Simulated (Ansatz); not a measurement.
# InSb₃: a line through an energy map

How does the energy of InSb₃ (Pm-3m, No. 221; 4 atoms in the cell) vary with equal normal strain along x, y and z, at equal engineering shear yz, xz and xy = 2.33 %?

Method: DFT PBE, scalar-relativistic, plane waves, PAW, in Ansatz 0.2.0.

17 further runs of the same task are left out: 17 set aside as unsound or not needed.

## Step 1: The starting structure

Symmetry: Pm-3m, No. 221, cubic system. Conventional cell: a = 4.814 Å, b = 4.814 Å, c = 4.814 Å, α = 90.00°, β = 90.00°, γ = 90.00°. In (site symmetry m-3m) is surrounded by 12 Sb at 3.40 Å. Sb (site symmetry 4/mmm) has 4 In at 3.40 Å and 8 Sb at 3.40 Å as nearest neighbours.

As a file:

```cif
data_structure
_symmetry_space_group_name_H-M 'Pm-3m'
_symmetry_Int_Tables_number 221
_cell_length_a 4.8139
_cell_length_b 4.8139
_cell_length_c 4.8139
_cell_angle_alpha 90.000
_cell_angle_beta 90.000
_cell_angle_gamma 90.000
_cell_volume 111.55
loop_
_atom_site_label
_atom_site_type_symbol
_atom_site_symmetry_multiplicity
_atom_site_Wyckoff_symbol
_atom_site_fract_x
_atom_site_fract_y
_atom_site_fract_z
_atom_site_occupancy
In1 In 1 a 0.00000 0.00000 0.00000 1
Sb1 Sb 3 c 0.50000 0.00000 0.50000 1
```

It goes back to an entry of the Materials Project, which need not be the stable form.

This cell was relaxed beforehand with the same method: volume 27.89 Å³/atom, gap on the mesh none (metal).

## Step 2: What is varied

The energy is mapped over two homogeneous strains (x along [1 0 0], y along [0 1 0], z along [0 0 1] of the conventional cell).

The axes are (1) equal engineering shear yz, xz and xy: 7 values from −7.00 %; (2) equal normal strain along x, y and z: 7 values from −3 to 3 %.

Nothing else is relaxed (symmetry fixes all fractional coordinates). Energies count from the relaxed crystal. Points are written as (first, second).

## Step 3: Point (2.33 %, −3 %)

The input, input.yaml:

```yaml
crystal:
  lattice:
    - [4.66944682, 0.0560815005, 0.0560815005]
    - [0.0560815005, 4.66944682, 0.0560815005]
    - [0.0560815005, 0.0560815005, 4.66944682]
  atoms:
    - { symbol: In, position: [0.0, 0.0, 0.0] }
    - { symbol: Sb, position: [0.5, 0.0, 0.5] }
    - { symbol: Sb, position: [0.0, 0.5, 0.5] }
    - { symbol: Sb, position: [0.5, 0.5, 0.0] }
basis:
  ecutwfc: 420
kpoints:
  mp_grid: { grid: [8, 8, 8] }
hamiltonian:
  xc: pbe
  pseudopotentials: { kind: paw, azcp: { folder: soft_1 } }
scf:
  occupations: { method: gaussian, width: 0.15 }
output:
  forces: true
  stress: true
  eigenvalues: true
```

Command:

```console
> ansatz run input.yaml --threads 2 --pin off --max-ram 4096MiB --backend cpu --events-out ev --progress --plain --runs-dir out
```

Standard output, cut to the lines that bear on the results:

```text
Warning: RAYON_NUM_THREADS=2 ignored (pool sized by the plan → 2); use --threads N
[...]
Pseudopotentials: kind: paw
Pseudopotential: In, paw, valence charge 13, recommended cutoff 420 eV (normal), <dir>
Pseudopotential: Sb, paw, valence charge 15, recommended cutoff 420 eV (normal), <dir>
Functional definition: PBE
[...]
Crystal: 4 atoms, lattice volume = 101.768 Å³
Basis set: ecut = 420 eV, 1983 PW (Γ), exchange–correlation on 64×64×64 points (8 copies of the dense FFT grid, shifted against one another)
Bands: 35, of which v1, the nominal top of the filled ones, is band 29 counted from 1 (28 counted from 0)
Symmetry: 12 space group operations
Space group: R-3m (ITA 166), of the structure as read, at distance tolerance 4.7e-5 Å
k-points: 65 of 512
[...]
SCF iter   1: F=—  HF=-25050.882093 eV  |F-HF|=—  |Δ(HF+E_count)|=         —  Δρ=1.46e-2  dr2=4.42e-1  ethr=3.10e-3  ⟨swp⟩=7.1  Hψ=9707  notcnv=0
[...]
SCF iter   7: F=-25050.727777 eV  HF=-25050.727777 eV  |F-HF|=2.44e-8  |Δ(HF+E_count)|=   2.20e-7  Δρ=7.14e-6  dr2=4.86e-8  ethr=1.72e-10  ⟨swp⟩=8.8  Hψ=12268  notcnv=0
[...]
SCF converged after 7 iterations
Free energy (F): -25050.727777 eV
[...]
E sigma→0 (E₀):  -25050.717823 eV
Entropy (-TS):   -0.019909 eV (-4.977 meV/atom)
Fermi energy:    12.361223 eV
[...]
--- Forces (eV/Å), atoms counted from 1 ---
  atom   1  In    -0.00000000    -0.00000000     0.00000000
  atom   2  Sb     0.00000000     0.00000000    -0.00000000
  atom   3  Sb     0.00000000     0.00000000     0.00000000
  atom   4  Sb     0.00000000    -0.00000000     0.00000000
[...]
--- Stress (GPa, compression-positive) ---
        5.889677      -0.669114      -0.669114
       -0.669114       5.889677      -0.669114
       -0.669114      -0.669114       5.889677
  P = ⅓ Tr σ = 5.8897 GPa (58.897 kbar)
--- Band table (eV; the first three rows and the last of 65) ---
[...]
```

Run time: 11 s. Hardware: 2 threads of Arm Neoverse N1, shared host; peak memory 0.45 GiB.

Energy on the map's scale: 44.7 meV/atom.

## Step 4: The run at (2.33 %, −2 %)

input.yaml: that of step 3 with these lines changed.

```diff
@@ -2,5 +2,5 @@
   lattice:
-    - [4.66944682, 0.0560815005, 0.0560815005]
-    - [0.0560815005, 4.66944682, 0.0560815005]
-    - [0.0560815005, 0.0560815005, 4.66944682]
+    - [4.717585447, 0.0560815005, 0.0560815005]
+    - [0.0560815005, 4.717585447, 0.0560815005]
+    - [0.0560815005, 0.0560815005, 4.717585447]
   atoms:
```

Command:

```console
> ansatz run input.yaml --threads 2 --pin off --max-ram 4096MiB --backend cpu --events-out ev --progress --plain --runs-dir out
```

Standard output, cut to the lines that bear on the results:

```text
Warning: RAYON_NUM_THREADS=2 ignored (pool sized by the plan → 2); use --threads N
[...]
Pseudopotentials: kind: paw
Pseudopotential: In, paw, valence charge 13, recommended cutoff 420 eV (normal), <dir>
Pseudopotential: Sb, paw, valence charge 15, recommended cutoff 420 eV (normal), <dir>
Functional definition: PBE
[...]
Crystal: 4 atoms, lattice volume = 104.949 Å³
Basis set: ecut = 420 eV, 2031 PW (Γ), exchange–correlation on 64×64×64 points (8 copies of the dense FFT grid, shifted against one another)
Bands: 35, of which v1, the nominal top of the filled ones, is band 29 counted from 1 (28 counted from 0)
Symmetry: 12 space group operations
Space group: R-3m (ITA 166), of the structure as read, at distance tolerance 4.7e-5 Å
k-points: 65 of 512
[...]
SCF iter   1: F=—  HF=-25050.980413 eV  |F-HF|=—  |Δ(HF+E_count)|=         —  Δρ=1.44e-2  dr2=4.55e-1  ethr=3.10e-3  ⟨swp⟩=7.0  Hψ=9647  notcnv=0
[...]
SCF iter   7: F=-25050.822347 eV  HF=-25050.822347 eV  |F-HF|=3.17e-8  |Δ(HF+E_count)|=   6.76e-8  Δρ=8.01e-6  dr2=6.31e-8  ethr=1.72e-10  ⟨swp⟩=8.8  Hψ=12484  notcnv=0
[...]
SCF converged after 7 iterations
Free energy (F): -25050.822347 eV
[...]
E sigma→0 (E₀):  -25050.812354 eV
Entropy (-TS):   -0.019987 eV (-4.997 meV/atom)
Fermi energy:    11.849483 eV
[...]
--- Forces (eV/Å), atoms counted from 1 ---
  atom   1  In    -0.00000000    -0.00000000     0.00000000
  atom   2  Sb     0.00000000     0.00000000    -0.00000000
  atom   3  Sb     0.00000000     0.00000000    -0.00000000
  atom   4  Sb     0.00000000    -0.00000000    -0.00000000
[...]
--- Stress (GPa, compression-positive) ---
        3.668340      -0.585417      -0.585417
       -0.585417       3.668340      -0.585417
       -0.585417      -0.585417       3.668340
  P = ⅓ Tr σ = 3.6683 GPa (36.683 kbar)
--- Band table (eV; the first three rows and the last of 65) ---
[...]
```

Run time: 11 s. Hardware: 2 threads of Arm Neoverse N1, shared host; peak memory 0.45 GiB.

Energy on the map's scale: 21.1 meV/atom.

## Step 5: Point (2.33 %, −1 %)

input.yaml: that of step 4 with these lines changed.

```diff
@@ -2,5 +2,5 @@
   lattice:
-    - [4.717585447, 0.0560815005, 0.0560815005]
-    - [0.0560815005, 4.717585447, 0.0560815005]
-    - [0.0560815005, 0.0560815005, 4.717585447]
+    - [4.765724074, 0.0560815005, 0.0560815005]
+    - [0.0560815005, 4.765724074, 0.0560815005]
+    - [0.0560815005, 0.0560815005, 4.765724074]
   atoms:
```

Command:

```console
> ansatz run input.yaml --threads 2 --pin off --max-ram 4096MiB --backend cpu --events-out ev --progress --plain --runs-dir out
```

Standard output, cut to the lines that bear on the results:

```text
[...]
SCF converged after 8 iterations
Free energy (F): -25050.876943 eV
[...]
E sigma→0 (E₀):  -25050.866847 eV
Entropy (-TS):   -0.020193 eV (-5.048 meV/atom)
Fermi energy:    11.355023 eV
[...]
--- Forces (eV/Å), atoms counted from 1 ---
  atom   1  In     0.00000000     0.00000000     0.00000000
  atom   2  Sb    -0.00000000     0.00000000    -0.00000000
  atom   3  Sb     0.00000000    -0.00000000    -0.00000000
  atom   4  Sb     0.00000000     0.00000000     0.00000000
[...]
--- Stress (GPa, compression-positive) ---
        1.748006      -0.512503      -0.512503
       -0.512503       1.748006      -0.512503
       -0.512503      -0.512503       1.748006
  P = ⅓ Tr σ = 1.7480 GPa (17.480 kbar)
--- Band table (eV; the first three rows and the last of 65) ---
[...]
```

Wall time 13 s (2 threads of Arm Neoverse N1, shared host); peak memory 0.46 GiB.

That is 7.4 meV/atom from the zero.

## Step 6: Point (2.33 %, 0 %)

input.yaml: that of step 5 with these lines changed.

```diff
@@ -2,5 +2,5 @@
   lattice:
-    - [4.765724074, 0.0560815005, 0.0560815005]
-    - [0.0560815005, 4.765724074, 0.0560815005]
-    - [0.0560815005, 0.0560815005, 4.765724074]
+    - [4.813862701, 0.0560815005, 0.0560815005]
+    - [0.0560815005, 4.813862701, 0.0560815005]
+    - [0.0560815005, 0.0560815005, 4.813862701]
   atoms:
```

Command:

```console
> ansatz run input.yaml --threads 2 --pin off --max-ram 4096MiB --backend cpu --events-out ev --progress --plain --runs-dir out
```

Standard output, cut to the lines that bear on the results:

```text
[...]
SCF converged after 8 iterations
Free energy (F): -25050.895713 eV
[...]
E sigma→0 (E₀):  -25050.885496 eV
Entropy (-TS):   -0.020434 eV (-5.108 meV/atom)
Fermi energy:    10.877853 eV
[...]
--- Forces (eV/Å), atoms counted from 1 ---
  atom   1  In     0.00000000     0.00000000     0.00000000
  atom   2  Sb    -0.00000000    -0.00000000    -0.00000000
  atom   3  Sb    -0.00000000     0.00000000     0.00000000
  atom   4  Sb     0.00000000     0.00000000     0.00000000
[...]
--- Stress (GPa, compression-positive) ---
        0.091435      -0.447878      -0.447878
       -0.447878       0.091435      -0.447878
       -0.447878      -0.447878       0.091435
  P = ⅓ Tr σ = 0.0914 GPa (0.914 kbar)
--- Band table (eV; the first three rows and the last of 65) ---
[...]
```

It took 14 s on 2 threads of Arm Neoverse N1, shared host; peak memory 0.48 GiB.

Energy on the map's scale: 2.7 meV/atom.

## Step 7: Grid point (2.33 %, 1 %)

input.yaml: that of step 6 with these lines changed.

```diff
@@ -2,5 +2,5 @@
   lattice:
-    - [4.813862701, 0.0560815005, 0.0560815005]
-    - [0.0560815005, 4.813862701, 0.0560815005]
-    - [0.0560815005, 0.0560815005, 4.813862701]
+    - [4.862001328, 0.0560815005, 0.0560815005]
+    - [0.0560815005, 4.862001328, 0.0560815005]
+    - [0.0560815005, 0.0560815005, 4.862001328]
   atoms:
```

Command:

```console
> ansatz run input.yaml --threads 2 --pin off --max-ram 4096MiB --backend cpu --events-out ev --progress --plain --runs-dir out
```

Standard output, cut to the lines that bear on the results:

```text
Warning: RAYON_NUM_THREADS=2 ignored (pool sized by the plan → 2); use --threads N
[...]
Pseudopotentials: kind: paw
Pseudopotential: In, paw, valence charge 13, recommended cutoff 420 eV (normal), <dir>
Pseudopotential: Sb, paw, valence charge 15, recommended cutoff 420 eV (normal), <dir>
Functional definition: PBE
[...]
Crystal: 4 atoms, lattice volume = 114.888 Å³
Basis set: ecut = 420 eV, 2217 PW (Γ), exchange–correlation on 72×72×72 points (8 copies of the dense FFT grid, shifted against one another)
Bands: 35, of which v1, the nominal top of the filled ones, is band 29 counted from 1 (28 counted from 0)
Symmetry: 12 space group operations
Space group: R-3m (ITA 166), of the structure as read, at distance tolerance 4.9e-5 Å
k-points: 65 of 512
[...]
SCF iter   1: F=—  HF=-25051.051414 eV  |F-HF|=—  |Δ(HF+E_count)|=         —  Δρ=1.40e-2  dr2=4.97e-1  ethr=3.10e-3  ⟨swp⟩=7.2  Hψ=9590  notcnv=0
[...]
SCF iter   8: F=-25050.882380 eV  HF=-25050.882380 eV  |F-HF|=5.50e-9  |Δ(HF+E_count)|=   8.06e-9  Δρ=3.84e-6  dr2=1.41e-8  ethr=1.72e-10  ⟨swp⟩=9.2  Hψ=9747  notcnv=0
[...]
SCF converged after 8 iterations
Free energy (F): -25050.882380 eV
[...]
E sigma→0 (E₀):  -25050.872010 eV
Entropy (-TS):   -0.020740 eV (-5.185 meV/atom)
Fermi energy:    10.418255 eV
[...]
--- Forces (eV/Å), atoms counted from 1 ---
  atom   1  In     0.00000000    -0.00000000    -0.00000000
  atom   2  Sb     0.00000000     0.00000000    -0.00000000
  atom   3  Sb    -0.00000000    -0.00000000     0.00000000
  atom   4  Sb     0.00000000    -0.00000000     0.00000000
[...]
--- Stress (GPa, compression-positive) ---
       -1.333594      -0.388995      -0.388995
       -0.388995      -1.333594      -0.388995
       -0.388995      -0.388995      -1.333594
  P = ⅓ Tr σ = -1.3336 GPa (-13.336 kbar)
--- Band table (eV; the first three rows and the last of 65) ---
[...]
```

It took 15 s on 2 threads of Arm Neoverse N1, shared host; peak memory 0.47 GiB.

On the map this point reads 6.1 meV/atom.

## Step 8: The run at (2.33 %, 3 %)

input.yaml: that of step 7 with these lines changed.

```diff
@@ -2,5 +2,5 @@
   lattice:
-    - [4.862001328, 0.0560815005, 0.0560815005]
-    - [0.0560815005, 4.862001328, 0.0560815005]
-    - [0.0560815005, 0.0560815005, 4.862001328]
+    - [4.958278582, 0.0560815005, 0.0560815005]
+    - [0.0560815005, 4.958278582, 0.0560815005]
+    - [0.0560815005, 0.0560815005, 4.958278582]
   atoms:
```

Command:

```console
> ansatz run input.yaml --threads 2 --pin off --max-ram 4096MiB --backend cpu --events-out ev --progress --plain --runs-dir out
```

Standard output, cut to the lines that bear on the results:

```text
[...]
SCF converged after 8 iterations
Free energy (F): -25050.772674 eV
[...]
E sigma→0 (E₀):  -25050.761734 eV
Entropy (-TS):   -0.021881 eV (-5.470 meV/atom)
Fermi energy:    9.551722 eV
[...]
--- Forces (eV/Å), atoms counted from 1 ---
  atom   1  In     0.00000000    -0.00000000     0.00000000
  atom   2  Sb     0.00000000     0.00000000     0.00000000
  atom   3  Sb     0.00000000    -0.00000000     0.00000000
  atom   4  Sb     0.00000000     0.00000000     0.00000000
[...]
--- Stress (GPa, compression-positive) ---
       -3.596041      -0.282340      -0.282340
       -0.282340      -3.596041      -0.282340
       -0.282340      -0.282340      -3.596041
  P = ⅓ Tr σ = -3.5960 GPa (-35.960 kbar)
--- Band table (eV; the first three rows and the last of 65) ---
[...]
```

Run time: 15 s. Hardware: 2 threads of Arm Neoverse N1, shared host; peak memory 0.49 GiB.

That is 33.5 meV/atom from the zero.

## Step 9: What came out

| equal normal strain along x, y and z (%) | step | energy (meV/atom) | slope (meV/atom per %) | pressure (GPa) |
| --- | --- | --- | --- | --- |
| −3 | 3 | 44.7 | −29.0 | 5.9 |
| −2 | 4 | 21.1 | −18.5 | 3.7 |
| −1 | 5 | 7.4 | −9.0 | 1.7 |
| 0 | 6 | 2.7 | −0.5 | 0.1 |
| 1 | 7 | 6.1 | 7.1 | −1.3 |
| 2 | – | 16.6 | 13.8 | −2.6 |
| 3 | 8 | 33.5 | 19.9 | −3.6 |

Energies count from the relaxed crystal. Rows without a step come from runs not printed here or follow by symmetry. Slopes come from the forces (and the stress, where the cell changes), not from differences of energies.

What this shows: The lowest point of the line is at 0 %, 2.7 meV/atom from the zero. Energies and slopes round the minimum, fitted together, put the minimum at 0.1 %, with a curvature of about 8 meV/atom per %². Divided by the reference volume, that is a stiffness of about 460 GPa for this pattern of strain. The well is lopsided: two grid steps out, the energy rises by 18.3 meV/atom towards smaller values and 13.8 meV/atom towards larger ones. The highest point computed, at −3 %, lies 42.0 meV/atom above the lowest. This is one cut through a surface in two coordinates; the map's lowest point lies off it. The runs treat Sb without spin-orbit coupling.
